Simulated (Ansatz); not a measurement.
# B₂H₄Br₂: small, medium and large basis sets

The task here is to estimate one member of a computed series from the others.

Computed with Ansatz 0.2.0, Gaussian basis. Level: one geometry, several basis sets.

Levels to be run: PBE0-D4/def2-SVP; ωB97M-V/def2-SVP; PBE0-D4/def2-QZVPP; ωB97M-V/def2-QZVPP; the functionals' def2-TZVPP values are taken from earlier runs.

### Structure used throughout

The geometry comes from an earlier relaxation with PBE0-D4 in a triple-zeta def2 set; it is a stationary point, not always the lowest conformer.

SMILES `[BH2-]1[Br+][BH2-][Br+]1`, 8 atoms, charge 0, spin multiplicity 1.

Atoms are counted from 1 here; the program's logs count them from 0.

Bond lengths: B1–Br2 2.110 Å, B1–Br4 2.110 Å, B1–H5 1.187 Å, B1–H6 1.188 Å, Br2–B3 2.110 Å, B3–Br4 2.110 Å, B3–H7 1.188 Å, B3–H8 1.187 Å. Angles: Br2–B1–Br4 95.5°, Br2–B1–H5 109.6°, Br2–B1–H6 107.6°, Br4–B1–H5 109.5°, Br4–B1–H6 107.6°, H5–B1–H6 123.4°, B1–Br2–B3 80.2°, Br2–B3–Br4 95.5°, Br2–B3–H7 107.6°, Br2–B3–H8 109.6°, Br4–B3–H7 107.6°, Br4–B3–H8 109.5°, H7–B3–H8 123.4°, B1–Br4–B3 80.2°.

Set-up of the first run:

Contents of in.yaml:

```yaml
crystal:
  periodic: [false, false, false]
  atoms:
    - {symbol: B, position_ang: [-0.479038, 1.185615, -0.459050]}
    - {symbol: Br, position_ang: [-1.323000, -0.190896, 0.899228]}
    - {symbol: B, position_ang: [0.496362, -1.171933, 0.475484]}
    - {symbol: Br, position_ang: [0.823390, -0.202295, -1.369670]}
    - {symbol: H, position_ang: [-1.303949, 1.528693, -1.241238]}
    - {symbol: H, position_ang: [0.185852, 1.946251, 0.166036]}
    - {symbol: H, position_ang: [1.309419, -0.769289, 1.242420]}
    - {symbol: H, position_ang: [0.290964, -2.326145, 0.286790]}
basis:
  gaussian: {orbitals: def2-SVP}
hamiltonian: {xc: pbe0, dispersion: d4}
output: {orbitals: {seedname: orbitals}}
```

On the command line:

```sh
$ ansatz run in.yaml --threads 4 --pin off --events-out ev --progress --plain --max-ram 10444MiB
```

Steps of the session up to this table: PBE0-D4 in def2-SVP; ωB97M-V in def2-SVP; PBE0-D4 in def2-QZVPP; ωB97M-V in def2-QZVPP.

One table of the session follows, with a row left open; its other results are not shown here.

| functional | basis | HOMO (eV) |
| --- | --- | --- |
| PBE0-D4 | def2-SVP | -8.12 |
| PBE0-D4 | def2-TZVPP | -8.17 |
| PBE0-D4 | def2-QZVPP | -8.18 |
| ωB97M-V | def2-SVP | -10.33 |
| ωB97M-V | def2-TZVPP | ? |
| ωB97M-V | def2-QZVPP | -10.41 |

**Question.** Estimate the row for ωB97M-V, def2-TZVPP.

As computed: HOMO (eV): -10.40. In the column «HOMO (eV)» it lies between ωB97M-V, def2-QZVPP (-10.41) and ωB97M-V, def2-SVP (-10.33).
